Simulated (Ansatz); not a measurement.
**TiPd3: response to strain**

TiPd3 is deformed so: equal xy, yz and zx engineering shear strains of +2 %. What stress and forces result, by LAPW, PAW and all-electron datasets made for the crystal?

Computed with Ansatz 0.2.0 (DFT LDA, scalar-relativistic, unless a step's input says otherwise).

### 1 The structure to begin with

The structure is cubic, space group Pm-3m (No. 221). Conventional cell: a = 3.820 Å, b = 3.820 Å, c = 3.820 Å, α = 90.00°, β = 90.00°, γ = 90.00°. Around Ti (site symmetry m-3m) lie 12 Pd at 2.70 Å. Pd (site symmetry 4/mmm) is surrounded by 4 Ti at 2.70 Å and 8 Pd at 2.70 Å.

Coordinates:

```
Ti Pd
1.0
     3.82000    0.00000    0.00000
     0.00000    3.82000    0.00000
     0.00000    0.00000    3.82000
Ti Pd
1 3
Direct
  0.00000 0.00000 0.00000
  0.00000 0.50000 0.50000
  0.50000 0.00000 0.50000
  0.50000 0.50000 0.00000
```

Atoms are numbered in the order of the input: Ti1, Pd2, Pd3, Pd4.

### 2 The deformed structure

Space group Pm-3m before, R-3m after.

### 3 LAPW, all electrons

File input.yaml:

```yaml
crystal:
  lattice:
    - [3.82, 0.0382, 0.0382]
    - [0.0382, 3.82, 0.0382]
    - [0.0382, 0.0382, 3.82]
  atoms:
    - { symbol: Ti, position: [0.0, 0.0, 0.0] }
    - { symbol: Pd, position: [0.0, 0.5, 0.5] }
    - { symbol: Pd, position: [0.5, 0.0, 0.5] }
    - { symbol: Pd, position: [0.5, 0.5, 0.0] }
kpoints:
  mp_grid: { grid: [11, 11, 11] }
  band_path:
    path:
      - [0.0, 0.0, 0.0]
      - [0.5, 0.5, 0.5]
      - [0.5193194925, 0.4806805075, 0.5]
      - [0.5, -0.4806805075, 0.4806805075]
      - [0.5, 0.0, 0.0]
      - [0.0, 0.0, 0.0]
      - [0.4903402537, -0.4903402537, 0.0]
      - [0.5096597463, 0.0, 0.4903402537]
      - [0.5, 0.0, 0.5]
    npoints: 5
scf:
  occupations: { method: fermi_dirac, width: 0.05 }
hamiltonian:
  xc: lda
  pseudopotentials: { kind: all_electron, lapw: { basis_error: 0.001 } }
output:
  forces: true
  stress: true
  eigenvalues: true
```

On the command line:

```bash
> ansatz run input.yaml --threads 1 --pin off --max-ram 4096MiB --backend cpu --events-out ev --progress --plain --runs-dir out
```

### 4 PAW on the default files

File input.yaml:

```yaml
crystal:
  lattice:
    - [3.82, 0.0382, 0.0382]
    - [0.0382, 3.82, 0.0382]
    - [0.0382, 0.0382, 3.82]
  atoms:
    - { symbol: Ti, position: [0.0, 0.0, 0.0] }
    - { symbol: Pd, position: [0.0, 0.5, 0.5] }
    - { symbol: Pd, position: [0.5, 0.0, 0.5] }
    - { symbol: Pd, position: [0.5, 0.5, 0.0] }
kpoints:
  mp_grid: { grid: [11, 11, 11] }
scf:
  occupations: { method: fermi_dirac, width: 0.05 }
hamiltonian:
  xc: lda
  pseudopotentials: { kind: paw }
output:
  forces: true
  stress: true
  eigenvalues: true
  efg: { contact_densities: true }
  write_density: true
  write_potential: true
  elf: true
  volumetric_format: npy
```

### 5 All-electron PAW on datasets made for the crystal

input.yaml: that of step 4 with these lines changed.

```diff
@@ -16,3 +16,3 @@
   xc: lda
-  pseudopotentials: { kind: paw }
+  pseudopotentials: { kind: all_electron, datasets: crystal }
 output:
@@ -22,5 +22 @@
   efg: { contact_densities: true }
-  write_density: true
-  write_potential: true
-  elf: true
-  volumetric_format: npy
```

(Steps that only read results are left out.)

What does the calculation give? Wanted: pressure; largest shear or deviatoric stress.

As calculated:

```
                                 quantity                                           value
                                 pressure  LAPW 2.67, PAW 2.66, crystal datasets 2.67 GPa
largest shear or deviatoric stress (LAPW)                                        2.81 GPa
```

The largest part of the stress beyond the pressure is 2.81 GPa in size; the atoms are carried along and not relaxed. No run of the undeformed cell stands beside it, so pressure and stress hold what the given cell had before the change, as far as its symmetry allows. PAW: stress within 0.02 GPa of LAPW. Crystal datasets: stress within 0.01 GPa of LAPW.
